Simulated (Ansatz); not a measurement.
# Ga3PN2: the cost of one run

Code: Ansatz 0.2.0. PAW datasets, plane waves. Simulation only: spin-unpolarised, and no claim that this is the phase found in nature.

**1. The structure to begin with**

The cell was relaxed beforehand with r2SCAN.

It is orthorhombic, Imm2 (No. 44); a = 3.402 Å, b = 10.249 Å, c = 4.789 Å in the conventional setting, 13.91 Å³ an atom. Near N stand 4 Ga at 1.96–2.01 Å; near Ga stand 3 N at 1.96–2.01 Å and 1 P at 2.32 Å; near P stand 4 Ga at 2.27–2.32 Å; near Ga stand 2 N at 1.98 Å and 2 P at 2.27 Å.

As a file:

Space group Imm2 (No. 44). a = 3.402 Å, b = 10.249 Å, c = 4.789 Å, α = 90.00°, β = 90.00°, γ = 90.00°
| atom | site | symmetry | x | y | z |
| --- | --- | --- | --- | --- | --- |
| N | 4d | m.. | 0.0000 | 0.3278 | 0.9992 |
| Ga | 4d | m.. | 0.5000 | 0.3136 | 0.2223 |
| P | 2a | mm2 | 0.0000 | 0.0000 | 0.9967 |
| Ga | 2b | mm2 | 0.5000 | 0.0000 | 0.3105 |

**2. Band structure with PBE**

Input file input.yaml:

```yaml
crystal:
  lattice:
    - [-1.7010283552, 5.1243591648, 2.3942792778]
    - [1.7010283552, -5.1243591648, 2.3942792778]
    - [1.7010283552, 5.1243591648, -2.3942792778]
  atoms:
    - { symbol: "N", position: [0.3269844981, -0.0008350776, 0.3278195757] }
    - { symbol: Ga, position: [0.5358976786, 0.7222547296, 0.813642949] }
    - { symbol: "N", position: [0.6713453468, -0.0008350776, 0.6721804243] }
    - { symbol: Ga, position: [0.9086117806, 0.7222547296, 0.186357051] }
    - { symbol: P, position: [-0.0032984918, -0.0032984918, 0.0] }
    - { symbol: Ga, position: [0.3104591877, 0.8104591877, 0.5] }
kpoints:
  mp_grid: { grid: [10, 10, 10] }
  band_path:
    path:
      - [[0.0, 0.0, 0.0], [0.5, -0.5, 0.5], [0.2775476141592, -0.2775476141592, 0.7224523858408]]
      - [[-0.2775476141592, 0.2775476141592, 0.2775476141592], [0.0, 0.0, 0.0], [0.304577105462, 0.304577105462, -0.304577105462]]
      - [[0.695422894538, -0.304577105462, 0.304577105462], [0.5, -0.5, 0.5]]
      - [[0.0, 0.0, 0.0], [-9.840244183084e-18, 0.5, 9.840244183084e-18], [0.25, 0.25, 0.25], [0.5, 2.549925227762e-17, -2.549925227762e-17], [0.0, 0.0, 0.0], [-4.583807135717e-17, 4.583807135717e-17, 0.5], [0.25, 0.25, 0.25]]
    npoints: 10
hamiltonian:
  xc: pbe
scf:
  occupations: { method: fermi_dirac, width: 0.02 }
  n_extra_bands: 5
output:
  forces: true
  stress: true
  eigenvalues: true
  write_density: true
  write_potential: true
  elf: true
  volumetric_format: npy
```

On the command line:

```sh
$ ansatz run input.yaml --threads 4 --pin off --max-ram 6451MiB --backend cpu --events-out ev --progress --plain --runs-dir out
```

Q: Estimate wall time and peak memory on 4 threads of Intel Xeon Platinum 8375C at 2.90GHz (Ice Lake), shared host.

About 12 s, with a peak of 0.71 GiB.
